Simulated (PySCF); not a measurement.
# Ways to converge the SCF of KTe

Aim: find out which solver settings change the answer for KTe.

The runs use PySCF 2.14.0; each script names its method and basis.

8 further runs of the same task are left out: 2 for a known fault of the program, 6 that didn't finish.

## (1) The starting structure

KTe: 2 atoms, charge 0, spin multiplicity 2.

Bond lengths: K1–Te2 3.036 Å.

## (2) The base run

Input file input.py:

```python
from pyscf import gto, dft

mol = gto.M(
    atom='K 0 0 0; Te 0 0 3.036',
    basis='sto-3g',
    charge=0,
    spin=1,
    verbose=3,
)
mf = dft.ROKS(mol, xc='b3pw91')
mf.kernel()
mf.dip_moment()
print('orbital energies (hartree):', mf.mo_energy[..., max(0, mol.nelec[1]-3):mol.nelec[0]+3].round(4))
```

The run is started by

```sh
$ OMP_NUM_THREADS=1 python input.py
```

The log of this run is left out.

It gives: E(SCF) = -7143.144427 Eh, μ = 7.77 D.

No relativity is included for the heavy element. The bond length is a typed value, not an optimised one.

## (3) Level shift 0.1 hartree

Run 1 changes level shift: none → 0.1 hartree.

Input file input.py:

```python
from pyscf import gto, dft

mol = gto.M(
    atom='K 0 0 0; Te 0 0 3.036',
    basis='sto-3g',
    charge=0,
    spin=1,
    verbose=3,
)
mf = dft.ROKS(mol, xc='b3pw91')
mf.level_shift = 0.1
mf.kernel()
mf.dip_moment()
print('orbital energies (hartree):', mf.mo_energy[..., max(0, mol.nelec[1]-3):mol.nelec[0]+3].round(4))
```

The run is started by

```sh
$ OMP_NUM_THREADS=1 python input.py
```

## (4) DIIS space 20

Run 2 changes DIIS space: default → 20.

input.py: that of step 2 with these lines changed.

```diff
@@ -10,2 +10,3 @@
 mf = dft.ROKS(mol, xc='b3pw91')
+mf.diis_space = 20
 mf.kernel()
```

## (5) Smearing width 0.001 hartree

Run 3 changes smearing width: none → 0.001 hartree.

input.py: that of step 2 with these lines changed.

```diff
@@ -1,2 +1,2 @@
-from pyscf import gto, dft
+from pyscf import gto, dft, scf
 
@@ -10,2 +10,3 @@
 mf = dft.ROKS(mol, xc='b3pw91')
+mf = scf.addons.smearing_(mf, sigma=0.001, method='fermi')
 mf.kernel()
```

## (6) Second-order solver on

Run 4 changes second-order solver: off → on.

input.py: that of step 2 with these lines changed.

```diff
@@ -10,2 +10,3 @@
 mf = dft.ROKS(mol, xc='b3pw91')
+mf = mf.newton()
 mf.kernel()
```

What does the calculation give? Wanted: for each run, E(SCF); from base; SCF dipole.

**Answer**, as computed:

| run | E(SCF) (hartree) | from base (eV) | SCF dipole (D) |
| --- | --- | --- | --- |
| base | -7143.144427 | 0 | 7.77 |
| level shift 0.1 hartree | -7143.144428 | 0.0000 | 7.77 |
| DIIS space 20 | -7143.144427 | 0.0000 | 7.77 |
| smearing width 0.001 hartree (poor choice) | -7143.113575 | not comparable | 7.76 |
| second-order solver on | -7143.144427 | 0.0000 | 7.77 |

What this shows: No change of the SCF energy comes from level shift 0.1 hartree or DIIS space 20 or second-order solver on. Rows marked «poor choice» come from settings spoiled on purpose.
